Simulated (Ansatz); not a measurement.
**C3H11InS: one species, many methods**

One table from this session's results is given with a row withheld; the runs are named, their logs left out.

Method: functionals in def2-TZVPP, the program's frozen cores in correlated methods; program: Ansatz 0.2.0, Gaussian basis.

Plan: LDA (SPW92), PBE-D4, revPBE-D4, BLYP-D4, r2SCAN-D4, B97M-V, PBE0-D4, B3LYP-D4, r2SCANh-D4, r2SCAN0-D4, HSE06-D4, BHLYP-D4, CAM-B3LYP-D4, LC-ωPBE, ωB97X-V, ωB97M-V, B2PLYP, PBE-QIDH; CCSD(T)/def2-SVP; MP2/def2-TZVPP; MP2/def2-QZVPP; RPA on PBE.

1 further run of the same task is left out (for a known fault of the program). Runs told in other sessions of the task aren't counted.

## The relaxed structure

The geometry comes from an earlier relaxation with PBE0-D4 in a triple-zeta def2 set; it is a stationary point, not always the lowest conformer. In takes the def2 core potential; no spin-orbit term is included.

16 atoms, charge 0, spin multiplicity 1.

Atoms are counted from 1 here; the program's logs count them from 0.

Bond lengths: C1–In2 2.174 Å, C1–H6 1.093 Å, C1–H7 1.092 Å, C1–H8 1.092 Å, In2–C3 2.167 Å, In2–C4 2.174 Å, In2–S5 2.944 Å, C3–H9 1.092 Å, C3–H10 1.092 Å, C3–H11 1.093 Å, C4–H12 1.092 Å, C4–H13 1.092 Å, C4–H14 1.093 Å, S5–H15 1.343 Å, S5–H16 1.343 Å. Angles: In2–C1–H6 110.2°, In2–C1–H7 111.2°, In2–C1–H8 111.3°, H6–C1–H7 107.5°, H6–C1–H8 107.6°, H7–C1–H8 108.9°, C1–In2–C3 119.9°, C1–In2–C4 118.8°, C1–In2–S5 92.7°, C3–In2–C4 119.9°, C3–In2–S5 96.6°, C4–In2–S5 92.7°, In2–C3–H9 111.1°, In2–C3–H10 111.1°, In2–C3–H11 110.0°, H9–C3–H10 108.8°, H9–C3–H11 107.8°, H10–C3–H11 107.9° and more.

As a file:

```xyz
16
C3H11InS
C    -0.7727    1.3016   -1.5628
In    0.2935   -0.1181   -0.3084
C     2.3501    0.2711    0.2545
C    -0.5525   -2.0994   -0.0163
S    -0.9363    0.9245    2.1547
H    -0.4731    1.1815   -2.6071
H    -0.5481    2.3306   -1.2727
H    -1.8527    1.1469   -1.5084
H     2.5116    1.3347    0.4400
H     2.6253   -0.2874    1.1512
H     3.0233   -0.0345   -0.5506
H    -1.6445   -2.0701   -0.0258
H    -0.2189   -2.5357    0.9279
H    -0.2327   -2.7686   -0.8192
H    -1.8968    1.5698    1.4729
H    -1.6984   -0.1697    2.3146
```

Set-up of the first run:

Contents of in.yaml:

```yaml
crystal:
  periodic: [false, false, false]
  atoms:
    - {symbol: C, position_ang: [-0.772713, 1.301645, -1.562810]}
    - {symbol: In, position_ang: [0.293539, -0.118107, -0.308438]}
    - {symbol: C, position_ang: [2.350136, 0.271090, 0.254513]}
    - {symbol: C, position_ang: [-0.552519, -2.099412, -0.016303]}
    - {symbol: S, position_ang: [-0.936290, 0.924546, 2.154687]}
    - {symbol: H, position_ang: [-0.473131, 1.181493, -2.607131]}
    - {symbol: H, position_ang: [-0.548059, 2.330561, -1.272650]}
    - {symbol: H, position_ang: [-1.852736, 1.146909, -1.508447]}
    - {symbol: H, position_ang: [2.511568, 1.334685, 0.440000]}
    - {symbol: H, position_ang: [2.625258, -0.287407, 1.151180]}
    - {symbol: H, position_ang: [3.023257, -0.034480, -0.550609]}
    - {symbol: H, position_ang: [-1.644473, -2.070117, -0.025835]}
    - {symbol: H, position_ang: [-0.218893, -2.535714, 0.927936]}
    - {symbol: H, position_ang: [-0.232663, -2.768556, -0.819226]}
    - {symbol: H, position_ang: [-1.896787, 1.569773, 1.472909]}
    - {symbol: H, position_ang: [-1.698398, -0.169710, 2.314625]}
basis:
  gaussian: {orbitals: def2-TZVPP}
hamiltonian: {xc: lda}
output: {orbitals: {seedname: orbitals}}
```

Command:

```
> ansatz run in.yaml --threads 4 --pin off --events-out ev --progress --plain --max-ram 11315MiB
```

Steps of the session up to this table: LDA; PBE-D4 (GGA); revPBE-D4 (GGA); BLYP-D4 (GGA); r2SCAN-D4 (meta-GGA); B97M-V (meta-GGA); B3LYP-D4 (hybrid); r2SCANh-D4 (hybrid); r2SCAN0-D4 (hybrid); HSE06-D4 (hybrid); BHLYP-D4 (hybrid); CAM-B3LYP-D4 (range-separated); LC-ωPBE (range-separated); ωB97X-V (range-separated); ωB97M-V (range-separated); B2PLYP (double hybrid); PBE-QIDH (double hybrid).

One of the session's tables, all rows but one given; the rest of the session is left out.

It belongs to the step «Orbital energies across the functionals». 

| functional | HOMO (eV) | gap (eV) |
| --- | --- | --- |
| LDA (SPW92) | -5.73 | 4.39 |
| PBE-D4 | -5.55 | 4.31 |
| revPBE-D4 | -5.48 | 4.30 |
| BLYP-D4 | -5.40 | 4.23 |
| r2SCAN-D4 | -5.76 | 4.80 |
| B97M-V | -5.80 | 4.73 |
| PBE0-D4 | -6.70 | 6.47 |
| B3LYP-D4 | -6.48 | 5.96 |
| r2SCANh-D4 | -6.19 | 5.60 |
| r2SCAN0-D4 | ? | ? |
| HSE06-D4 | -6.30 | 5.68 |
| BHLYP-D4 | -7.74 | 8.35 |
| CAM-B3LYP-D4 | -8.02 | 8.77 |
| LC-ωPBE | -9.37 | 11.26 |
| ωB97X-V | -9.00 | 10.73 |
| ωB97M-V | -8.90 | 10.16 |

**Question.** Estimate the row for r2SCAN0-D4.

Worked estimate for «HOMO (eV)». Against the share of exact exchange, r2SCAN-D4 (0, -5.76), r2SCANh-D4 (0.1, -6.19) give a slope of -4.30 per unit share; at 0.25 the line stands at -6.83.

As computed: HOMO (eV): -6.85; gap (eV): 6.79. In «HOMO (eV)» the line misses by +0.02.
